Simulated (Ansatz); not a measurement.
Working through a rigid torsion scan of BClH6Si2, SMILES [SiH3][SiH2]BCl

With the Python package of Ansatz (0.2.0).

Interactive session:
```pycon
>>> import warnings
>>> import ansatz as az
>>> from ase import Atoms
>>> warnings.simplefilter("ignore", az.DeckWarning)
>>> atoms = Atoms(["Si", "Si", "B", "Cl", "H", "H", "H", "H", "H", "H"], positions=[
...     (-1.2472, 0.7028, 0.6074),
...     (0.5128, -0.5573, 0.5196),
...     (1.3075, -0.4006, -1.242),
...     (0.462, -0.8517, -2.7406),
...     (-0.8998, 2.1369, 0.3393),
...     (-1.9281, 0.6475, 1.9166),
...     (-2.2163, 0.323, -0.4407),
...     (0.1645, -1.9349, 0.7509),
...     (1.4759, -0.1091, 1.5948),
...     (2.4518, -0.0077, -1.3023),
... ])
>>> # relax first, so that the scan starts from a minimum
>>> first = (
...     az.Crystal.molecule_from_ase(atoms).calculation()
...     .basis(gaussian="def2-SVP")
...     .functional("CAM-B3LYP")
...     .relax(force_tolerance=0.02, max_steps=80)
... )
>>> atoms.positions = first.run(threads=1).report["positions_ang"]
>>> start = atoms.get_dihedral(0, 1, 2, 3)
>>> energies = {}
>>> for turn in range(0, 360, 40):
...     turned = atoms.copy()
...     turned.set_dihedral(0, 1, 2, 3, start + turn, indices=[2, 3, 9])
...     calculation = (
...         az.Crystal.molecule_from_ase(turned).calculation()
...         .basis(gaussian="def2-SVP")
...         .functional("CAM-B3LYP")
...     )
...     energies[round((start + turn) % 360)] = calculation.run(threads=1).report["free_energy_ev"]
...
>>> floor = min(energies.values())
>>> print("dihedral Si0-Si1-B2-Cl3 (deg)   E - E(min) (eV)")
dihedral Si0-Si1-B2-Cl3 (deg)   E - E(min) (eV)
>>> for angle, e in sorted(energies.items()):
...     print(f"{angle:8d} {(e - floor):14.3f}  " + "#" * int(30 * (e - floor) / max(max(energies.values()) - floor, 1e-9)))
...
      35          0.033  ##############
      75          0.012  #####
     115          0.017  #######
     155          0.058  #########################
     195          0.069  ##############################
     235          0.024  ##########
     275          0.000
     315          0.020  ########
     355          0.038  ################
```

The scan is rigid and the energies are electronic, in a modest basis. With rigid groups the curve can differ much from the relaxed path, the start wasn't checked as a minimum of this torsion, and equivalent turns needn't return to the same energy. The whole script took 2.2 min on 1 thread of Arm Neoverse V2, on a shared host, peak memory 0.32 GiB.
